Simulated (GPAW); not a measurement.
The system is Al3Au.

```
Au Al
1.0
    -2.02533    2.02533    4.05660
     2.02533   -2.02533    4.05660
     2.02533    2.02533   -4.05660
Au Al
1 3
Cartesian
  0.0000 0.0000 0.0000
  0.0000 0.0000 4.0566
  2.0253 0.0000 2.0283
  0.0000 2.0253 2.0283
```

The cell comes from a database or a generator and needn't be the stable form of this composition.

```yaml
Program: GPAW 26.7.0
Task: relaxation of cell and atoms
Functional: PBEsol
Dispersion: D3(BJ)
Potentials_or_basis: PAW data sets generated in the run's folder for this functional
Cutoff: 600 eV
Basis: pw
k_mesh: 6 × 6 × 6
Occupations: fermi-dirac, width 0.05 eV
Spin: no spin polarisation
```

At the start: pressure -6.0 GPa; volume 16.64 Å³/atom.

Q: How do energy, volume and symmetry change on relaxing?

A: Over 7 steps the energy falls by 20.6 meV/atom and the volume is 15.65 Å³/atom (-6.0 %); space group I4/mmm (No. 139, to 0.05 Å).

The path:
```
step  energy change (eV)  largest force (eV/Å)  pressure (GPa)  volume (Å³)
   1              0.0000                0.0000           -6.04        66.56
   2             -0.0163                0.0000           -5.47        66.11
   3             -0.0804                0.0000            0.72        62.26
   4             -0.0811                0.0000           -0.03        62.66
   5             -0.0812                0.0000            0.00        62.64
   6             -0.0821                0.0000            0.20        62.54
   7             -0.0823                0.0000            0.10        62.59
```

Final structure:
```xyz
4
Lattice="-1.9778 1.9778 4.0005 1.9778 -1.9778 4.0005 1.9778 1.9778 -4.0005" Properties=species:S:1:pos:R:3 pbc="T T T"
Au    0.0000    0.0000    0.0000
Al    0.0000    0.0000    4.0005
Al    1.9778    0.0000    2.0002
Al    0.0000    1.9778    2.0002
```

Caveat: the k mesh is coarse (spacing up to 0.37 Å⁻¹), so the values aren't converged; with this Au data set, volumes or pressures lay over 1.5 % or 2 GPa off other programs in two to four cells of ten; later steps reuse the first step's grids; pairwise dispersion overbinds metals, which lowers pressure and volume.
